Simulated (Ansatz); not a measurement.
# C10H15N5 (1-butyl-3-methylimidazolium dicyanamide): the cost of one run

The runs use Ansatz 0.2.0, Gaussian basis; the settings change from run to run.

4 further runs of the same task are left out: 4 that didn't finish. Runs told in other sessions of the task aren't counted.

**1. The relaxed structure**

An earlier r2SCAN-D4/def2-SVP relaxation fixed the geometry.

SMILES `CCCCn1cc[n+](C)c1.N#C[N-]C#N`, 30 atoms, charge 0, spin multiplicity 1.

Atoms are counted from 1 here; the program's logs count them from 0.

Bond lengths: C1–C2 1.524 Å, C1–H11 1.102 Å, C1–H12 1.101 Å, C1–H13 1.102 Å, C2–C3 1.527 Å, C2–H14 1.106 Å, C2–H15 1.106 Å, C3–C4 1.524 Å, C3–H16 1.106 Å, C3–H17 1.104 Å, C4–N5 1.468 Å, C4–H18 1.104 Å, C4–H19 1.101 Å, N5–C6 1.380 Å, N5–C10 1.339 Å, C6–C7 1.368 Å, C6–H20 1.087 Å, C7–N8 1.380 Å and more. Angles: C2–C1–H11 111.2°, C2–C1–H12 111.5°, C2–C1–H13 111.2°, H11–C1–H12 107.7°, H11–C1–H13 107.4°, H12–C1–H13 107.6°, C1–C2–C3 112.8°, C1–C2–H14 109.8°, C1–C2–H15 109.5°, C3–C2–H14 109.1°, C3–C2–H15 109.5°, H14–C2–H15 105.9°, C2–C3–C4 114.5°, C2–C3–H16 110.1°, C2–C3–H17 110.0°, C4–C3–H16 109.3°, C4–C3–H17 107.0°, H16–C3–H17 105.6° and more.

**2. rPW86-PBE/6-31G***

Options: a point charge of 1.00 e beside it, D3(BJ) with three-body dispersion, high accuracy, the search for lower states set to off.

in.yaml reads:

```yaml
crystal:
  periodic: [false, false, false]
  atoms:
    - {symbol: C, position_ang: [-4.014180, -1.447375, 0.458579]}
    - {symbol: C, position_ang: [-2.885155, -0.423590, 0.465196]}
    - {symbol: C, position_ang: [-2.201964, -0.285713, -0.893238]}
    - {symbol: C, position_ang: [-1.088647, 0.753375, -0.937740]}
    - {symbol: N, position_ang: [0.011718, 0.441203, -0.017202]}
    - {symbol: C, position_ang: [0.306467, 1.072187, 1.174178]}
    - {symbol: C, position_ang: [1.466280, 0.521981, 1.646992]}
    - {symbol: N, position_ang: [1.844418, -0.448670, 0.742329]}
    - {symbol: C, position_ang: [3.078286, -1.220511, 0.819195]}
    - {symbol: C, position_ang: [0.960490, -0.470495, -0.263041]}
    - {symbol: H, position_ang: [-4.796629, -1.173891, -0.267906]}
    - {symbol: H, position_ang: [-4.490404, -1.529740, 1.447455]}
    - {symbol: H, position_ang: [-3.642457, -2.447836, 0.182477]}
    - {symbol: H, position_ang: [-3.276351, 0.564007, 0.774569]}
    - {symbol: H, position_ang: [-2.135668, -0.704998, 1.228061]}
    - {symbol: H, position_ang: [-1.800825, -1.264179, -1.217108]}
    - {symbol: H, position_ang: [-2.942621, 0.000785, -1.660617]}
    - {symbol: H, position_ang: [-0.623286, 0.835104, -1.935657]}
    - {symbol: H, position_ang: [-1.460728, 1.747626, -0.647441]}
    - {symbol: H, position_ang: [-0.313055, 1.874761, 1.565495]}
    - {symbol: H, position_ang: [2.084884, 0.773646, 2.503629]}
    - {symbol: H, position_ang: [3.195362, -1.791354, -0.109911]}
    - {symbol: H, position_ang: [3.034355, -1.907836, 1.676043]}
    - {symbol: H, position_ang: [3.907854, -0.502145, 0.924318]}
    - {symbol: H, position_ang: [1.039523, -1.058942, -1.174002]}
    - {symbol: N, position_ang: [4.122144, 1.724545, 0.617066]}
    - {symbol: C, position_ang: [3.662564, 1.919051, -0.454523]}
    - {symbol: N, position_ang: [3.180393, 2.193688, -1.633057]}
    - {symbol: C, position_ang: [2.297744, 1.446208, -2.220683]}
    - {symbol: N, position_ang: [1.479499, 0.809120, -2.793446]}
basis:
  gaussian: {orbitals: "6-31G*", point_charges: [{charge: 1.00, position_ang: [8.335, -0.236, -0.390]}]}
hamiltonian: {xc: {name: rPW86-PBE}, dispersion: d3bjatm}
accuracy: high
scf: {lower_state_search: off}
output: {forces: true}
```

Launch:

```
$ ansatz run in.yaml --threads 4 --pin off --events-out ev --progress --plain --max-ram 6963MiB
```

What time and memory should one allow on 4 threads of AMD EPYC 7R43, shared host?

About 53 s, with a peak of 2 GiB.
